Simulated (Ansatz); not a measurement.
**SiBH₅Se (SMILES [SiH3]B[SeH]): single points off equilibrium**

A test off equilibrium: a structure displaced at random from a GFN2-xTB minimum is computed at several levels, and each is set against CCSD(T).

Program: Ansatz 0.2.0, Gaussian basis. Level of theory: single points in def2-TZVPP. These are calculated values, not measurements.

Correlated methods freeze the cores. Filled d shells of the heavier atoms are correlated.

### 1 The system as given

SMILES `[SiH3]B[SeH]`, 8 atoms, charge 0, spin multiplicity 1.

Atoms are counted from 1 here; the program's logs count them from 0.

Bond lengths: Si1–B2 2.047 Å, Si1–H4 1.424 Å, Si1–H5 1.478 Å, Si1–H6 1.525 Å, B2–Se3 1.863 Å, B2–H7 1.072 Å, Se3–H8 1.278 Å. Angles: B2–Si1–H4 115.9°, B2–Si1–H5 110.1°, B2–Si1–H6 109.6°, H4–Si1–H5 114.3°, H4–Si1–H6 102.4°, H5–Si1–H6 103.5°, Si1–B2–Se3 113.0°, Si1–B2–H7 126.1°, Se3–B2–H7 120.9°, B2–Se3–H8 114.5°.

Geometry (Å):

```mol
BH5SeSi
  3D, bonds by distance, orders not assigned

  8  7  0  0  0  0  0  0  0  0999 V2000
   -0.3943    0.7308   -0.6045 Si  0  0
    0.4920   -0.1049    1.0401 B   0  0
    0.8659   -1.9171    0.8237 Se  0  0
   -1.3784   -0.0686   -1.2534 H   0  0
    0.6349    1.2830   -1.5097 H   0  0
   -1.1950    1.9585   -0.1845 H   0  0
    0.7340    0.4019    1.9530 H   0  0
    0.4951   -2.4041   -0.2980 H   0  0
  1  2  8  0
  1  4  8  0
  1  5  8  0
  1  6  8  0
  2  3  8  0
  2  7  8  0
  3  8  8  0
M  END
```

### 2 CCSD(T)/def2-TZVPP

The input, run/in.yaml:

```yaml
crystal:
  periodic: [false, false, false]
  atoms:
    - {symbol: Si, position_ang: [-0.394300, 0.730800, -0.604500]}
    - {symbol: B, position_ang: [0.492000, -0.104900, 1.040100]}
    - {symbol: Se, position_ang: [0.865900, -1.917100, 0.823700]}
    - {symbol: H, position_ang: [-1.378400, -0.068600, -1.253400]}
    - {symbol: H, position_ang: [0.634900, 1.283000, -1.509700]}
    - {symbol: H, position_ang: [-1.195000, 1.958500, -0.184500]}
    - {symbol: H, position_ang: [0.734000, 0.401900, 1.953000]}
    - {symbol: H, position_ang: [0.495100, -2.404100, -0.298000]}
basis:
  gaussian: {orbitals: def2-TZVPP}
correlation: {method: ccsd_t}
output: {forces: true}
```

The command line of these runs was not kept.

### 3 PBE0-D4/def2-TZVPP

run/in.yaml, as its differences from that of step 2:

```diff
@@ -13,3 +13,3 @@
   gaussian: {orbitals: def2-TZVPP}
-correlation: {method: ccsd_t}
-output: {forces: true}
+hamiltonian: {xc: pbe0, dispersion: d4}
+output: {forces: true, orbitals: {seedname: orbitals}}
```

### 4 wB97M-V/def2-TZVPP

run/in.yaml, as its differences from that of step 3:

```diff
@@ -13,3 +13,3 @@
   gaussian: {orbitals: def2-TZVPP}
-hamiltonian: {xc: pbe0, dispersion: d4}
-output: {forces: true, orbitals: {seedname: orbitals}}
+hamiltonian: {xc: {name: wB97M-V}}
+output: {forces: true}
```

### 5 r2SCAN-D4/def2-TZVPP

run/in.yaml, as its differences from that of step 4:

```diff
@@ -13,3 +13,3 @@
   gaussian: {orbitals: def2-TZVPP}
-hamiltonian: {xc: {name: wB97M-V}}
+hamiltonian: {xc: r2scan, dispersion: d4}
 output: {forces: true}
```

### 6 PBE-D4/def2-TZVPP

run/in.yaml, as its differences from that of step 5:

```diff
@@ -13,3 +13,3 @@
   gaussian: {orbitals: def2-TZVPP}
-hamiltonian: {xc: r2scan, dispersion: d4}
+hamiltonian: {xc: pbe, dispersion: d4}
 output: {forces: true}
```

### 7 r2SCANh-D4/def2-TZVPP

run/in.yaml, as its differences from that of step 6:

```diff
@@ -13,3 +13,3 @@
   gaussian: {orbitals: def2-TZVPP}
-hamiltonian: {xc: pbe, dispersion: d4}
+hamiltonian: {xc: {name: r2SCANh}, dispersion: d4}
 output: {forces: true}
```

### 8 LC-wPBE/def2-TZVPP

run/in.yaml, as its differences from that of step 7:

```diff
@@ -13,3 +13,3 @@
   gaussian: {orbitals: def2-TZVPP}
-hamiltonian: {xc: {name: r2SCANh}, dispersion: d4}
+hamiltonian: {xc: {name: LC-wPBE}}
 output: {forces: true}
```

(Steps that only read results are left out.)

Q: Predict the outcome of this session. Wanted: energy less free atoms, CCSD(T)/def2-TZVPP; RMS force component; RMS force error; HOMO and LUMO, PBE0-D4; T1 diagnostic.

As calculated:

| quantity | value |
| --- | --- |
| energy less free atoms, CCSD(T)/def2-TZVPP | -525.6 kcal/mol |
| RMS force component | 2.517 to 2.625 eV/Å over the methods |
| RMS force error | PBE0-D4 0.100, wB97M-V 0.066, r2SCAN-D4 0.072, PBE-D4 0.169, r2SCANh-D4 0.061, LC-wPBE 0.128 eV/Å |
| HOMO and LUMO, PBE0-D4 | -7.64 and -2.00 eV |
| T1 diagnostic | 0.013 |

**Reading.** Against CCSD(T) the functionals' energies less atoms differ by -16.3 to -4.2 kcal/mol, PBE-D4 by -11.8 kcal/mol. CCSD(T) in triple zeta still lacks some correlation energy of the bonds, so part of these gaps is its own basis error and they don't rank the functionals. The forces of r2SCANh-D4 come nearest to CCSD(T), those of PBE-D4 are farthest. Frozen-core CCSD(T) forces in triple zeta carry basis errors of their own, and this is one geometry, so small gaps rank nothing.
